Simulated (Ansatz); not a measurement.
TiTe2, space group P-3m1: a convergence test of the k-point mesh, run with the Ansatz DFT code, driven from Python.

Script `kconv.py`:
```python
'''k-point test for TiTe2.'''

from dataclasses import dataclass
import logging
import sys
import warnings

import ansatz as az
import matplotlib.pyplot as plt
from pymatgen.core import Lattice, Structure
from pymatgen.io.ase import AseAtomsAdaptor

logging.basicConfig(stream=sys.stdout, format='%(levelname)s %(message)s')
logger = logging.getLogger('tite2')
logger.setLevel(logging.INFO)


@dataclass(frozen=True)
class Settings:
    functional: str = 'pbe'
    smearing: str = 'Marzari-Vanderbilt'
    width_ev: float = 0.1


opts = Settings()

warnings.simplefilter('ignore', az.DeckWarning)

pmg_structure = Structure(
    Lattice([[3.777, 0.0, 0.0], [-1.8885, 3.27097795, 0.0], [0.0, 0.0, 6.498]]),
    ['Ti', 'Te', 'Te'],
    [
        [0.0, 0.0, 0.0],
        [2 / 3, 1 / 3, 0.2628],
        [1 / 3, 2 / 3, 0.7372],
    ],
)
xtal = az.Crystal.from_ase(AseAtomsAdaptor.get_atoms(pmg_structure))

base = (
    xtal.calculation()
    .functional(opts.functional)
    .occupations(opts.smearing, width=opts.width_ev)
    .eigensolver('davidson', mixed_precision=False)
    .stress()
)

rows = []
for value in [(2, 2, 1), (3, 3, 2), (4, 4, 2), (6, 6, 3), (7, 7, 4), (9, 9, 5)]:
    report = base.kpoints(mesh=value).run().report
    rows.append((value, report['free_energy_ev'] / len(report['lattice']['sites']), report['n_iterations'], sum(report['stress_gpa'][i][i] for i in range(3)) / 3, report['n_kpoints']))

logger.info('        mesh   F/atom (eV)    iterations       P (GPa)      k-points')
for row in rows:
    logger.info(f'{str(row[0]):>12s}  {row[1]:12.5f}  {row[2]:12d}  {row[3]:12.3f}  {row[4]:12d}')

# differences from the last row
for row in rows[:-1]:
    shift = 1000 * (row[1] - rows[-1][1])
    logger.info(f'{row[0]}: {shift:+.2f} meV/atom' + ('  (within 2 meV)' if abs(shift) < 2 else ''))
plt.figure(figsize=(4.5, 3))
plt.plot([str(row[0]) for row in rows], [1000 * (row[1] - rows[-1][1]) for row in rows], 'o-')
plt.xlabel('mesh')
plt.ylabel('F - F(last) (meV/atom)')
plt.tight_layout()
plt.savefig('kconv.png', dpi=100)
```

How fast does the energy converge with the mesh (threshold 2 meV an atom)?

From 7×7×4 on it stays within 2 meV an atom of the value at 9×9×5; the first row (2×2×1) is off by 318.8 meV and the last but one by 0.59 meV. It goes up and down, since the sum over k-points isn't variational. The pressure moves from -0.13 to 0.89 GPa.

What the script printed:

Output of `python kconv.py`:
```text
INFO         mesh   F/atom (eV)    iterations       P (GPa)      k-points
INFO    (2, 2, 1)   -5486.90610            10        -0.134             2
INFO    (3, 3, 2)   -5487.14837             8         1.197             6
INFO    (4, 4, 2)   -5487.20705             7         0.974             8
INFO    (6, 6, 3)   -5487.22286             8         0.723            17
INFO    (7, 7, 4)   -5487.22545             6         0.880            28
INFO    (9, 9, 5)   -5487.22487             6         0.891            50
INFO (2, 2, 1): +318.77 meV/atom
INFO (3, 3, 2): +76.50 meV/atom
INFO (4, 4, 2): +17.82 meV/atom
INFO (6, 6, 3): +2.01 meV/atom
INFO (7, 7, 4): -0.59 meV/atom  (within 2 meV)
```

What to keep in mind:
- Pressure is positive in compression.
- The starting cell is as deposited in a crystallographic database; the results hold for this polymorph, which needn't be the stable one.
- Shifts are counted from the finest mesh, which is itself no proven limit.
- Finished in 16 s on 1 thread of Intel(R) Xeon(R) Processor @ 2.30GHz, with other jobs on the host, peak memory 0.65 GiB.
